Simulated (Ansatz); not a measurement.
# GaNH (sextet): the correlation ladder, cc-pVDZ

One table from this session's results is given with a row withheld; the runs are named, their logs left out.

Computed with Ansatz 0.2.0, Gaussian basis. Level: cc-pVDZ, core rule «outside noble gas», up to 15 orbitals frozen.

To be run: UHF; CCSD(T) on ROHF; CCSD(T) on UHF; BCCD(T) on ROHF; CISD; CCSDT(Q) on ROHF; CCSDT(Q) on UHF; CASSCF and MRCISD+Q, 9 electrons in 9 orbitals; CASSCF and NEVPT2, 9 electrons in 9 orbitals.

25 further runs of the same task are left out: 1 for a mislabelled method, 6 for a known fault of the program, 6 that didn't finish, 12 set aside as unsound or not needed.

## The system

The geometry is a PBE0/def2-TZVP stationary point (not a proven minimum) of the parent state, kept for this charge and spin. No spin-orbit coupling is included. The filled d shell of Ga may be among the frozen orbitals whatever the setting's name suggests; the logs give the count.

3 atoms, charge 0, spin multiplicity 6.

Atoms are counted from 1 here; the program's logs count them from 0.

Bond lengths: N1–Ga2 1.985 Å, Ga2–H3 1.616 Å. Angles: N1–Ga2–H3 112.7°.

As a file:

```xyz
3
GaHN
N     0.0000    0.0939    1.6619
Ga    0.0000   -0.0392   -0.3188
H     0.0000    1.4056   -1.0417
```

Set-up of the first run:

in.yaml reads:

```yaml
crystal:
  periodic: [false, false, false]
  atoms:
    - {symbol: N, position_ang: [0.000000, 0.093904, 1.661900]}
    - {symbol: Ga, position_ang: [0.000000, -0.039184, -0.318801]}
    - {symbol: H, position_ang: [0.000000, 1.405604, -1.041722]}
basis:
  gaussian: {orbitals: cc-pVDZ}
magnetization: {spin_polarized: true, initial_magnetization: 5}
hamiltonian: {xc: hf}
output: {orbitals: {seedname: orbitals}}
```

Command:

```console
> ansatz run in.yaml --threads 1 --pin off --events-out ev --progress --plain --max-ram 2393MiB
```

Among the steps run: UHF; CCSD(T) on ROHF; CCSD(T) on UHF; BCCD(T) on ROHF; CISD; CCSDT(Q) on ROHF; CCSDT(Q) on UHF; CASSCF and MRCISD+Q, 9 electrons in 9 orbitals; CASSCF and NEVPT2, 9 electrons in 9 orbitals.

One of the session's tables, all rows but one given; the rest of the session is left out.

| method | from UCCSDT(Q) (meV) |
| --- | --- |
| ROHF | +4169.1 |
| UHF | +3998.9 |
| RMP2 | +1023.3 |
| UMP2 | +956.9 |
| RCCSD | +128.5 |
| UCCSD | +105.0 |
| RCCSD(T) | +47.4 |
| UCCSD(T) | ? |
| BCCD(T) | +45.7 |
| RCCSDT | +21.4 |
| UCCSDT | +3.1 |
| RCCSDT(Q) | +18.5 |
| UCCSDT(Q) | 0 |
| CASSCF valence | +3327.0 |
| NEVPT2 valence | +835.7 |
| MRCISD valence | +231.4 |
| MRCISD+Q valence | +66.0 |

Q: Estimate the row for UCCSD(T) from the others.

The run gave: from UCCSDT(Q) (meV): +27.9. In the column «from UCCSDT(Q) (meV)» it lies between RCCSDT (+21.4) and BCCD(T) (+45.7).

Not comparable, so not listed: CISD (they don't share determinant, frozen orbitals or solution with the rows shown, or repeat one).

Caveats from the session: Restricted and unrestricted rows rest on different reference determinants; where their highest levels disagree by more than a few hundredths of an eV, they describe different states and don't form one ladder.
